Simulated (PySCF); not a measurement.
# C6H10O3: the cost of one run

Programs: PySCF 2.14.0, with routines of our own; each step states its level. All values are computed. Atoms count from 0.

### Step 1. The system as given

19 atoms, charge 0, multiplicity 1; geometry from: GFN2-xTB.

### Step 2. Magnetic properties: GIAO B3LYP/pcSseg-1

What the job is given:

```
{"job": {"kind": "mag", "xc": "B3LYP", "basis": "pcSseg-1", "isotopologues": 0}, "charge": 0, "multiplicity": 1}
C      2.763937    -0.219326     0.089441
O      1.597998     0.118452    -0.628052
C      0.607654     0.752409     0.152432
C     -0.379067     1.322401    -0.832574
C     -1.590616     0.919677    -1.203286
O     -2.404643    -0.064992    -0.772075
C     -2.135766    -0.707548     0.455919
C     -0.687495    -1.162236     0.634338
O      0.107592    -0.108929     1.137001
H      2.534759    -0.878734     0.932015
H      3.414959    -0.731758    -0.615388
H      3.260960     0.681726     0.467721
H      1.065334     1.574525     0.733071
H      0.041028     2.150560    -1.382116
H     -2.087107     1.443977    -2.011600
H     -2.380699    -0.028903     1.284815
H     -2.813148    -1.564128     0.477477
H     -0.280415    -1.534524    -0.312863
H     -0.645070    -1.953396     1.386261
```

Level: GIAO B3LYP/pcSseg-1 magnetisability, rotational g tensor and spin-rotation constants, non-relativistic, gas phase.

Launch:

```sh
$ OMP_NUM_THREADS=1 python excited_run.py task.json out
```

This one command runs all jobs of the session in turn.

**Question.** How long does this job take on 1 thread of Arm Neoverse N1, shared host, and how much memory does it need?

About 74 s, with a peak of 0.99 GiB.
